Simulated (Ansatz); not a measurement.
# CH7NOSi2, SMILES [SiH3]N=CO[SiH3]: a ladder of methods at one geometry

Computed with Ansatz 0.2.0, Python API.

`methods_ch7nosi2.py`:
```python
"""One geometry of CH7NOSi2, method by method."""

from pathlib import Path

import ansatz as az
import numpy as np

geometry_ang = [
    ("Si", [-1.155, 0.9454, 1.8087]),
    ("N", [-0.3501, 0.028, 0.6284]),
    ("C", [-0.0007, 0.6695, -0.4309]),
    ("O", [0.7846, 0.1123, -1.4414]),
    ("Si", [1.1691, -1.4944, -1.5387]),
    ("H", [-0.3147, 2.1137, 2.2176]),
    ("H", [-2.3747, 1.5573, 1.1371]),
    ("H", [-1.5434, 0.1581, 2.9423]),
    ("H", [-0.1255, 1.7563, -0.6001]),
    ("H", [1.8912, -1.7001, -2.778]),
    ("H", [2.0959, -1.828, -0.4007]),
    ("H", [0.0003, -2.3732, -1.5105]),
]
system = az.Crystal.molecule()
for symbol, xyz in geometry_ang:
    system = system.atom(symbol, xyz)

job = system.calculation().basis(gaussian="cc-pVDZ")

print("functional    E (Ha)        dipole (D)   HOMO (eV)  LUMO (eV)")
for name in ["hf", "r2scan", "r2scan0", "lc_wpbe", "revpbe"]:
    r = job.functional(name).forces().orbitals().run(threads=1, backend="cpu", runs_dir="runs").report
    lines = Path(r["orbitals_path"]).read_text().splitlines()
    field_of = lambda key: [line.split("=")[1].strip() for line in lines if line.startswith(key)]
    orbitals = [(27.211386 * float(e), s, float(n)) for e, s, n in zip(field_of("Ene="), field_of("Spin="), field_of("Occup="))]
    homo = max(e for e, _, n in orbitals if n > 0.5)
    lumo = min(e for e, _, n in orbitals if n < 0.5)
    dipole = 4.803205 * np.linalg.norm(r["charge_distribution"]["dipole_moment_e_ang"])
    print(f"{name:10s} {r['free_energy_ev'] / 27.211386246:14.6f} {dipole:9.3f} {homo:11.3f} {lumo:10.3f}")
```

```console
$ python methods_ch7nosi2.py
functional    E (Ha)        dipole (D)   HOMO (eV)  LUMO (eV)
hf            -749.143553     0.792     -11.126      3.107
r2scan        -751.138466     0.637      -6.820     -1.737
r2scan0       -751.108097     0.654      -8.173     -0.790
lc_wpbe       -750.988869     0.677     -10.678      1.511
revpbe        -751.106088     0.614      -6.430     -1.792
```

These settings explore the input space; basis and method may be short of convergence. The geometry is a force-field or estimated start, not a minimum of this method, and the basis set is short of its limit. A lower total doesn't mark the better method: functionals have no common bound, and MP2 and coupled cluster aren't variational. Levels such as HOMO and LUMO are orbital energies: with these approximate functionals they aren't the ionisation energy and electron affinity, and their gap isn't the fundamental gap. For Al to Cl the sets with a tight d function, cc-pV(X+d)Z, are usual. Run time: 23 s on 1 thread of Intel(R) Xeon(R) Processor @ 2.30GHz, on a shared host, peak memory 0.37 GiB.
